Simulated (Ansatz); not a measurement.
CH3ClMg, SMILES [CH3][Mg][Cl], an atomisation energy

Computed with Ansatz's Python interface.

Contents of `ch3clmg.xyz`:
```text
6

C    -0.58300    0.48690   -0.42980
Mg    0.81300   -0.72000    0.57480
Cl    2.37180   -2.08490    1.67710
H    -1.41240   -0.08030   -0.77970
H    -0.15230    1.00160   -1.34000
H    -0.99510    1.33280    0.25140
```

The cells in order, each with its output:

In [1]:
```python
from collections import Counter
from dataclasses import dataclass

import ansatz
```

In [2]:
```python
@dataclass
class RunConfig:
    basis_set: str = "def2-SVPD"
    xc: str = "r2scan0"
```

In [3]:
```python
opts = RunConfig()
```

In [4]:
```python
def energy_of(molecule, charge=0, unpaired=0):
    calc = molecule.calculation().basis(gaussian=opts.basis_set).functional(opts.xc)
    if charge:
        calc = calc.charge(charge)
    if unpaired:
        calc = calc.spin("collinear", total=unpaired)
    report = calc.run(threads=1).report
    if report["published_state_doubts"]:
        print("  doubts:", report["published_state_doubts"])
    return report["free_energy_ev"]
```

In [5]:
```python
geometry = ansatz.Crystal.molecule_from_extxyz("ch3clmg.xyz")
```

In [6]:
```python
# unpaired electrons of the ground-state atoms
unpaired = {"C": 2, "Mg": 0, "Cl": 1, "H": 1}
counts = Counter(site.symbol for site in geometry.cartesian_sites)
atom_energy = {s: energy_of(ansatz.Crystal.molecule().atom(s, (0, 0, 0)), 0, unpaired[s]) for s in counts}
whole = energy_of(geometry, 0, 0)
for s, e in atom_energy.items():
    print(f"{s:2s} x{counts[s]}  {e:14.5f} eV")
print(f"CH3ClMg: {whole:.5f} eV")
split = sum(counts[s] * e for s, e in atom_energy.items()) - whole
print(f"atomisation energy (no zero-point term): {23.060548 * split:.1f} kcal/mol, {split / sum(counts.values()):.3f} eV an atom")
```
```text
C  x1     -1028.29590 eV
Mg x1     -5441.14815 eV
Cl x1    -12516.33324 eV
H  x3       -13.58464 eV
CH3ClMg: -19045.94211 eV
atomisation energy (no zero-point term): 447.6 kcal/mol, 3.235 eV an atom
```

447.6 kcal/mol from the electronic energies, without the zero-point term.

Reading the output:
- Total energies depend on the basis set; only differences at equal settings carry meaning.
- The geometry is a force-field or estimated start, not a minimum of this method, and the basis set is short of its limit. All parts are taken at fixed geometry, without zero-point energy.
- Run time: 11 s on 1 thread of Arm Neoverse N1 (shared host), peak memory 0.24 GiB.
